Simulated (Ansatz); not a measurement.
# GeHBr (quintet): from Hartree-Fock to the top rungs, cc-pVDZ

Aim: climb from Hartree-Fock through coupled cluster and multireference methods for GeHBr (quintet) at one geometry and basis, and see what each rung misses.

Method: cc-pVDZ, core rule «outside noble gas», up to 28 orbitals frozen; program: Ansatz 0.2.0, Gaussian basis.

The runs, in order: UHF; CCSD(T) on ROHF; CCSD(T) on UHF; BCCD(T) on ROHF; CISD; CCSDT(Q) on ROHF; CCSDT(Q) on UHF; CCSDTQ on ROHF; CCSDTQ on UHF; CASSCF and MRCISD+Q, 12 electrons in 9 orbitals; CASSCF and NEVPT4(SD), 12 electrons in 9 orbitals; CASSCF and NEVPT2, 12 electrons in 9 orbitals.

6 further runs of the same task are left out: 2 for a known fault of the program, 4 set aside as unsound or not needed.

## (1) The geometry

The geometry is a PBE0/def2-TZVP stationary point (not a proven minimum) of the parent state, kept for this charge and spin. No spin-orbit coupling is included. The filled d shell of Ge, Br may be among the frozen orbitals whatever the setting's name suggests; the logs give the count.

3 atoms, charge 0, spin multiplicity 5.

Atoms are counted from 1 here; the program's logs count them from 0.

Bond lengths: Ge1–Br2 2.300 Å, Ge1–H3 1.556 Å. Angles: Br2–Ge1–H3 115.8°.

Coordinates:

```xyz
3

Ge    0.0000   -0.4823    0.5271
Br    0.0000   -0.4161   -1.7718
H     0.0000    0.8983    1.2447
```

## (2) UHF

File in.yaml:

```yaml
crystal:
  periodic: [false, false, false]
  atoms:
    - {symbol: Ge, position_ang: [0.000000, -0.482260, 0.527082]}
    - {symbol: Br, position_ang: [0.000000, -0.416051, -1.771802]}
    - {symbol: H, position_ang: [0.000000, 0.898312, 1.244719]}
basis:
  gaussian: {orbitals: cc-pVDZ}
magnetization: {spin_polarized: true, initial_magnetization: 4}
hamiltonian: {xc: hf}
output: {orbitals: {seedname: orbitals}}
```

Started as:

```bash
$ ansatz run in.yaml --threads 1 --pin off --events-out ev --progress --plain --max-ram 4096MiB --backend cpu
```

The runs that follow: CCSD(T) on ROHF; CCSD(T) on UHF; BCCD(T) on ROHF; CISD; CCSDT(Q) on ROHF; CCSDT(Q) on UHF; CCSDTQ on ROHF; CCSDTQ on UHF; CASSCF and MRCISD+Q, 12 electrons in 9 orbitals; CASSCF and NEVPT4(SD), 12 electrons in 9 orbitals; CASSCF and NEVPT2, 12 electrons in 9 orbitals.

**Question.** What will the summary of the whole plan be? Wanted: UCCSDTQ from the RHF energy; RMP2 from UCCSDTQ; UMP2 from UCCSDTQ; RCCSD from UCCSDTQ; RCCSD(T) from UCCSDTQ; UCCSD(T) from UCCSDTQ; RCCSDT(Q) from UCCSDTQ; UCCSDT(Q) from UCCSDTQ; NEVPT2 valence from UCCSDTQ.

**Answer**, as computed:

| quantity | value |
| --- | --- |
| UCCSDTQ from the ROHF energy | -5.3013 eV |
| RMP2 from UCCSDTQ | +20.86 kcal/mol |
| UMP2 from UCCSDTQ | +21.02 kcal/mol |
| RCCSD from UCCSDTQ | +3.57 kcal/mol |
| RCCSD(T) from UCCSDTQ | +1.17 kcal/mol |
| UCCSD(T) from UCCSDTQ | +0.71 kcal/mol |
| RCCSDT(Q) from UCCSDTQ | +0.47 kcal/mol |
| UCCSDT(Q) from UCCSDTQ | +0.01 kcal/mol |
| NEVPT2 valence from UCCSDTQ | +27.37 kcal/mol |
| NEVPT4(SD) valence from UCCSDTQ | +3.34 kcal/mol |
| MRCISD+Q valence from UCCSDTQ | +1.50 kcal/mol |
| levels within 1 kcal/mol (43 meV) | UCCSD(T), RCCSDT, UCCSDT, RCCSDT(Q), UCCSDT(Q), RCCSDTQ |
| T1 diagnostic | 0.022 |
| effectively unpaired electrons | 4.01 |

What this shows: RCCSD(T) misses by +1.17 kcal/mol, 1.0 % of the correlation energy. One determinant dominates. Of the multireference levels listed MRCISD+Q valence comes nearest in total energy (+1.50 kcal/mol), which doesn't show that its space is the better one. Coupled cluster took another determinant than the lowest Hartree-Fock one. These misses are within one basis, not against nature; the frozen cores of restricted and unrestricted runs differ, which can shift their rows.

The ROHF row is the lowest solution found; coupled cluster stands on another one, 0.01 eV higher.
